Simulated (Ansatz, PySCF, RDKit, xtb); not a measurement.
# Isomers of InSiH3OF2, a sample narrowed down

A sample of isomers of InSiH3OF2 is drawn. Aim: find which of them has the lowest free energy at 298.15 K, then its properties. The sample is small against all isomers, and the most stable one of this formula need not be in it.

Plan: many cheap relaxations first (GFN2-xTB), then density-functional screening, relaxation at PBE0-D4/def2-SVP, vibrations and a final energy. The numbers are computed, not measured.

3 further runs of the same task are left out: 3 set aside as unsound or not needed.

## (1) Possible bonding patterns

Isomers were drawn by moving bonds and hydrogen atoms under normal valences; this is a sample, not all of them. O–O, O–halogen and N–halogen bonds and N–N–N chains are not drawn. That gives 7 candidates.

| label | SMILES | spin |
| --- | --- | --- |
| c080 | O[Si@H](F)[InH][F] | singlet |
| c212 | O[Si](F)(F)[InH2] | singlet |
| c367 | [OH][In]([F])[SiH2]F | singlet |
| c530 | [OH][InH][SiH](F)F | singlet |
| c643 | F[SiH](F)[O][InH2] | singlet |
| c768 | O[SiH2][In]([F])[F] | singlet |
| c922 | [F][In]([F])[O][SiH3] | singlet |

Candidates are built by distance geometry, with a force field where one applies, in up to four conformers (letters a to d).

**Question.** With final energies at CCSD(T)/def2-SVP + MP2/def2-TZVPP - MP2/def2-SVP, which structure will this search put lowest in free energy, and by what margin?

| quantity | value |
| --- | --- |
| lowest structure found | F[SiH](F)[O][InH2], singlet, C1 |
| next finalist | [F][SiH]1([F])[O][InH2]1 ‡, singlet, 3.5 kcal/mol higher in G |
| share at equilibrium, among the finalists | 99.7 % |
| harmonic wavenumbers, lowest and highest (PBE0-D4/def2-SVP) | 21 and 2343 cm⁻¹ |
| rotational constants, same geometry | 0.1744, 0.02893, 0.02759 cm⁻¹ |
| dipole moment (PBE0/def2-TZVPD) | 3.51 D |
| HOMO energy (PBE0/def2-TZVPD) | -8.84 eV |
| LUMO energy (PBE0/def2-TZVPD) | -2.04 eV |
| HOMO–LUMO gap (PBE0/def2-TZVPD) | 6.80 eV |
| lowest excitation (TD-PBE0/def2-SVPD) | 5.41 eV (f = 0.001) |
| strongest of the states computed, same level | 7.98 eV (f = 0.340) |
| lowest triplet excitation, same level, Tamm-Dancoff | 5.05 eV |
| vertical ionisation energy | 10.84 eV |
| vertical electron affinity | 0.53 eV |
| vertical triplet less singlet | +5.09 eV |

`F[SiH](F)[O][InH2]` comes out lowest. Among the finalists first place is clear (3.5 kcal/mol); structures outside the list aren't covered. r2SCAN-D4/def2-SVP, PBE0-D4/def2-SVP, HF/def2-SVP and MP2/def2-SVP already put its bonding pattern lowest among the structures in one piece. Spin-orbit coupling, which matters for elements this heavy, is left out. 3 minima inside the window were never screened. A loose complex, c768c, lay -0.6 kcal/mol from the best structure in one piece at the screening level; it was neither relaxed nor ranked, and may be the true minimum. The search is not exhaustive (a finite list of starts, one conformer a finalist), so a lower isomer can't be ruled out. Only 7 drawn patterns were tried, so whole families of isomers are missing, and the result ranks this sample alone.

‡ marks the bonded skeleton alone, with all bonds drawn single: no Lewis structure was assigned that passes a check against the bond lengths.
